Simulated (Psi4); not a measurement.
# AlHBrO (SMILES [OH][Al][Br]) at UBHLYP/def2-SVPD

What is the energy change on altering one bond length of AlHBrO at UBHLYP/def2-SVPD? 

Program for the calculation: Psi4 1.11.

1 further run of the same task is left out (set aside as unsound or not needed).

### 1 The structure to begin with

AlHBrO: 4 atoms, total charge 0, spin state doublet. As SMILES, `[OH][Al][Br]`. Geometry: relaxed at PBE0-D4/def2-TZVP.

Bond lengths: O1–Al2 1.695 Å, Al2–Br3 2.270 Å, O1–H4 0.957 Å. Angles: O1–Al2–Br3 116.9°, Al2–O1–H4 123.5°.

### 2 Energy and gradient at UBHLYP/def2-SVPD

Input file job.py:

```python
import psi4

psi4.set_memory(1600000000)
psi4.set_num_threads(1)
psi4.set_output_file('run.log', False)

mol = psi4.geometry("""
0 2
O
Al 1 1.694528
Br 2 2.270375 1 116.93246
H 1 0.956815 2 123.52733 3 179.99564
units angstrom
symmetry c1
""")

psi4.set_options({
    'basis': 'def2-SVPD',
    'reference': 'uks',
    'puream': True,
    'e_convergence': 1e-09,
    'd_convergence': 1e-08,
    'scf_type': 'pk',
    'dft_radial_points': 99,
    'dft_spherical_points': 590,
    'maxiter': 200,
})

energy_value, wavefunction = psi4.gradient('bhhlyp', return_wfn=True)
print('gradient / Eh bohr^-1')
print(energy_value.np.round(6))
print(f'energy = {wavefunction.energy():.10f} Eh')
```

Started as:

```console
$ python job.py
```

run.log:

```text
[...]
  Running in c1 symmetry.
[...]
  Nuclear repulsion =  193.839908507679155
[...]
  Multiplicity = 2
[...]
  Nalpha       = 29
  Nbeta        = 28
[...]
    Number of basis functions: 96
[...]
   @UKS iter   1: -2891.55727964441212   -1.63700e+00   1.49732e-02 ADIIS/DIIS
[...]
   @UKS iter  14: -2892.01416294729916   -4.54747e-13   3.18661e-09 DIIS
[...]
   @S^2 Observed:                7.524815061E-01
[...]
    Orbital Energies [Eh]
    ---------------------
    Alpha Occupied:
       1A   -485.534227     2A    -63.483386     3A    -57.139867
       4A    -57.138351     5A    -57.138201     6A    -57.025691
       7A    -19.694965     8A     -9.124061     9A     -6.872123
      10A     -6.866209    11A     -6.865600    12A     -4.482055
      13A     -2.947695    14A     -2.947549    15A     -2.944622
      16A     -2.845852    17A     -2.844254    18A     -2.843674
      19A     -2.839095    20A     -2.839081    21A     -1.116066
      22A     -0.866173    23A     -0.603229    24A     -0.463440
      25A     -0.436850    26A     -0.422254    27A     -0.359696
      28A     -0.358956    29A     -0.265304
    Alpha Virtual:
[...]
  @UKS Final Energy: -2892.01416294729916
   => Energetics <=
    Nuclear Repulsion Energy =            193.8399085076791550
    One-Electron Energy =               -4410.4132876660478360
    Two-Electron Energy =                1385.3481032881193187
    DFT Exchange-Correlation Energy =     -60.7888870770494947
    Empirical Dispersion Energy =           0.0000000000000000
    VV10 Nonlocal Energy =                  0.0000000000000000
    Total Energy =                      -2892.0141629472991553
[...]
 Multipole Moments:
 ------------------------------------------------------------------------------------
     Multipole            Electronic (a.u.)      Nuclear  (a.u.)        Total (a.u.)
 ------------------------------------------------------------------------------------
 L = 1.  Multiply by 2.5417464519 to convert [e a0] to [Debye]
 Dipole X            :          0.0000273           -0.0000611           -0.0000338
 Dipole Y            :         -5.8112016            6.9262631            1.1150615
 Dipole Z            :          7.0462885           -7.2115281           -0.1652396
 Magnitude           :                                                    1.1272383
[...]
  -Total Gradient:
     Atom            X                  Y                   Z
    ------   -----------------  -----------------  -----------------
       1        0.000001052053    -0.008056567429     0.009422805871
       2        0.000000033728     0.000195039947    -0.007106175891
       3       -0.000000166929     0.001293320484    -0.000797813865
       4       -0.000000921055     0.006553670590    -0.001495696452
[...]
```

Standard output:

```text
gradient / Eh bohr^-1
[[ 1.000e-06 -8.057e-03  9.423e-03]
 [ 0.000e+00  1.950e-04 -7.106e-03]
 [-0.000e+00  1.293e-03 -7.980e-04]
 [-1.000e-06  6.554e-03 -1.496e-03]]
energy = -2892.0141629473 Eh
```

Run time: 19 s. Hardware: 1 thread of Intel Xeon Platinum 8488C (Sapphire Rapids), shared host; peak memory 0.88 GiB.

### 3 The distorted shape: the energy at UBHLYP/def2-SVPD

Input file albrho.xyz:

```xyz
4
AlBrHO
O     -0.970390     0.955617    -0.756401
Al    -0.653190     0.182417     0.717699
Br     1.740900    -1.539700     0.836000
H     -1.719190     1.533817    -0.899501
```

Input file job.py:

```python
import psi4

psi4.set_memory(1600000000)
psi4.set_num_threads(1)
psi4.core.set_output_file('run.log', False)

with open('albrho.xyz') as f:
    atoms = ''.join(f.readlines()[2:])
mol = psi4.geometry('0 2\n' + atoms + 'symmetry c1\nno_reorient\nno_com')

psi4.set_options({
    'basis': 'def2-SVPD',
    'reference': 'uks',
    'puream': True,
    'e_convergence': 1e-09,
    'd_convergence': 1e-08,
    'scf_type': 'pk',
    'dft_radial_points': 99,
    'dft_spherical_points': 590,
    'maxiter': 200,
})

result, w = psi4.energy("BHHLYP", return_wfn=True)
psi4.oeprop(w, "WIBERG_LOWDIN_INDICES", "MAYER_INDICES", "MULLIKEN_CHARGES")
print(f'BHHLYP energy: {result:.10f} Eh')
```

Started as:

```console
$ python job.py
```

run.log:

```text
[...]
  Running in c1 symmetry.
[...]
  Nuclear repulsion =  162.051323650500279
[...]
  Multiplicity = 2
[...]
  Nalpha       = 29
  Nbeta        = 28
[...]
    Number of basis functions: 96
[...]
   @UKS iter   1: -2891.43881195489212   -1.81907e+00   1.53212e-02 ADIIS/DIIS
[...]
   @UKS iter  17: -2891.97179228155392   -1.81899e-12   3.89087e-09 DIIS
[...]
   @S^2 Observed:                7.675465039E-01
[...]
    Orbital Energies [Eh]
    ---------------------
    Alpha Occupied:
       1A   -485.507947     2A    -63.455489     3A    -57.113500
       4A    -57.110128     5A    -57.110084     6A    -57.060947
       7A    -19.718612     8A     -9.095162     9A     -6.846261
      10A     -6.835593    11A     -6.835417    12A     -4.514379
      13A     -2.979170    14A     -2.979135    15A     -2.975957
      16A     -2.818598    17A     -2.815957    18A     -2.815796
      19A     -2.807801    20A     -2.807799    21A     -1.138811
      22A     -0.818869    23A     -0.625474    24A     -0.480160
      25A     -0.443203    26A     -0.388486    27A     -0.319381
      28A     -0.319169    29A     -0.300229
    Alpha Virtual:
[...]
  @UKS Final Energy: -2891.97179228155392
   => Energetics <=
    Nuclear Repulsion Energy =            162.0513236505002794
    One-Electron Energy =               -4347.4157586399842330
    Two-Electron Energy =                1354.1366756882862319
    DFT Exchange-Correlation Energy =     -60.7440329803564367
    Empirical Dispersion Energy =           0.0000000000000000
    VV10 Nonlocal Energy =                  0.0000000000000000
    Total Energy =                      -2891.9717922815539168
[...]
 Multipole Moments:
 ------------------------------------------------------------------------------------
     Multipole            Electronic (a.u.)      Nuclear  (a.u.)        Total (a.u.)
 ------------------------------------------------------------------------------------
 L = 1.  Multiply by 2.5417464519 to convert [e a0] to [Debye]
 Dipole X            :        -83.1060385           81.1783258           -1.9277127
 Dipole Y            :         81.2612812          -80.0097305            1.2515507
 Dipole Z            :        -59.5236538           59.7897592            0.2661054
 Magnitude           :                                                    2.3137129
[...]
  Mulliken Charges: (a.u.)
   Center  Symbol    Alpha    Beta     Spin     Total
       1     O     4.46321  4.28682  0.17639 -0.75003
       2    AL     6.22830  5.71020  0.51809  1.06150
       3    BR    17.91342 17.58456  0.32886 -0.49799
       4     H     0.39507  0.41841 -0.02335  0.18652
   Total alpha = 29.00000, Total beta = 28.00000, Total charge = -0.00000
  Mayer Bond Indices:
  Total Bond Index:
  Irrep: 1 Size: 4 x 4
[...]
```

On the terminal:

```text
BHHLYP energy: -2891.9717922816 Eh
```

Wall time 15 s (1 thread of Intel Xeon Platinum 8488C (Sapphire Rapids), shared host); peak memory 0.86 GiB.

### 4 Outcome

Level: UBHLYP/def2-SVPD.

| quantity | value |
| --- | --- |
| first shape: total energy | -2892.01416 Eh |
| first shape: dipole moment | 2.87 D |
| first shape: HOMO energy (highest over α and β) | -7.22 eV |
| first shape: LUMO energy (lowest over α and β) | -2.42 eV |
| first shape: ⟨S²⟩ | 0.752 |
| first shape: largest force on an atom | 0.638 eV/Å |
| distorted shape: total energy | -2891.97179 Eh |
| distorted shape: dipole moment | 5.88 D |
| distorted shape: HOMO energy (highest over α and β) | -8.17 eV |
| distorted shape: LUMO energy (lowest over α and β) | -3.74 eV |
| distorted shape: ⟨S²⟩ | 0.768 |
| energy change with the Al2–Br3 bond stretched from 2.270 to 2.951 Å | 1.153 eV |

What this shows: With the Al2–Br3 bond stretched from 2.270 to 2.951 Å the energy rises by 1.15 eV (27 kcal/mol). The first shape isn't relaxed at this level, so the change isn't measured from a minimum. The largest force (first shape) is 0.64 eV/Å: the shape isn't a stationary point for this species at this level.
